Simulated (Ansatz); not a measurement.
Sn3Bi, space group Fm-3m: an equation of state with a fit, run with the Ansatz DFT code, driven from Python.

Script `eos.py`:
```python
"""Bulk modulus of Sn3Bi from an E(V) curve."""

import warnings

import ansatz as az
import numpy as np
from scipy.optimize import curve_fit

vectors0 = np.array([
    [0.0, 3.849017, 3.849017],
    [3.849017, 0.0, 3.849017],
    [3.849017, 3.849017, 0.0],
])
sites = [
    ("Sn", (0.0, 0.0, 0.0)),
    ("Sn", (0.25, 0.25, 0.25)),
    ("Sn", (0.75, 0.75, 0.75)),
    ("Bi", (0.5, 0.5, 0.5)),
]


def make_crystal(cell):
    crystal = az.Crystal(lattice=az.Lattice.of(cell))
    for symbol, position in sites:
        crystal = crystal.atom(symbol, position)
    return crystal

def vinet(v, e0, v0, b0, b1):
    eta = (v / v0) ** (1 / 3)
    return e0 + 2 * b0 * v0 / (b1 - 1) ** 2 * (2 - (5 + 3 * b1 * (eta - 1) - 3 * eta) * np.exp(-1.5 * (b1 - 1) * (eta - 1)))


def main() -> None:
    warnings.simplefilter("ignore", az.DeckWarning)

    # scale the volume, keep shape and fractions
    volumes, energies = [], []
    for scale in np.linspace(0.92, 1.08, 7):
        cell = vectors0 * scale ** (1 / 3)
        base = make_crystal(cell).calculation()
        base = base.functional("lda").pseudopotentials("paw")
        base = base.basis(550).occupations("Fermi-Dirac")
        base = base.kpoints(5, 5, 5)
        rep = base.run(threads=1).report
        volumes.append(abs(np.linalg.det(cell)) / len(sites))
        energies.append(rep["free_energy_ev"] / len(sites))
        print(f"V = {volumes[-1]:8.4f} A^3/atom  F = {energies[-1]:.5f} eV/atom")

    guess = (min(energies), volumes[int(np.argmin(energies))], 0.5, 4.5)
    (e0, v0, b0, b1), _ = curve_fit(vinet, np.array(volumes), np.array(energies), p0=guess, maxfev=20000)
    print(f"Vinet fit: V0 = {v0:.4f} A^3/atom, B0 = {160.21766 * b0:.1f} GPa, B1 = {b1:.2f}")
    print("largest residual", round(1000 * float(np.abs(vinet(np.array(volumes), e0, v0, b0, b1) - energies).max()), 3), "meV/atom")


if __name__ == "__main__":
    main()
```

Its results, one of them left out:

| V (Å³/atom) | F less the lowest row shown (meV/atom) |
| --- | --- |
| 26.231 | 2.02 |
| 26.991 | 0.00 |
| 27.751 | ? |
| 28.511 | 16.41 |
| 29.272 | 32.85 |
| 30.032 | 53.74 |
| 30.792 | 78.43 |

What is the missing energy at 27.751 Å³ an atom?

A third-order Birch-Murnaghan fit, E = E0 + (9 V0 B0 / 16) [(t - 1)³ B' + (t - 1)² (6 - 4t)] with t = (V0/V)^(2/3), through the 6 rows shown gives V0 = 26.807 Å³, B0 = 55.1 GPa, B' = 4.61 and E0 = -0.21 meV. At V = 27.751 Å³, t = 0.97720, and the fit interpolates to 5.15 meV. The run gave 5.15 meV, a miss of 0.00 meV.

What to keep in mind:
- The mesh is modest for a metal, so energies can be off by several to tens of meV an atom and pressures by half a GPa or more; differences at equal mesh fare better.
- Spin-orbit coupling, which matters for elements this heavy, is left out.
- This cell is a computed structure, which may not be the phase found in nature.
- Run time: 19 s on 1 thread of Arm Neoverse V2 (shared host), peak memory 0.52 GiB.
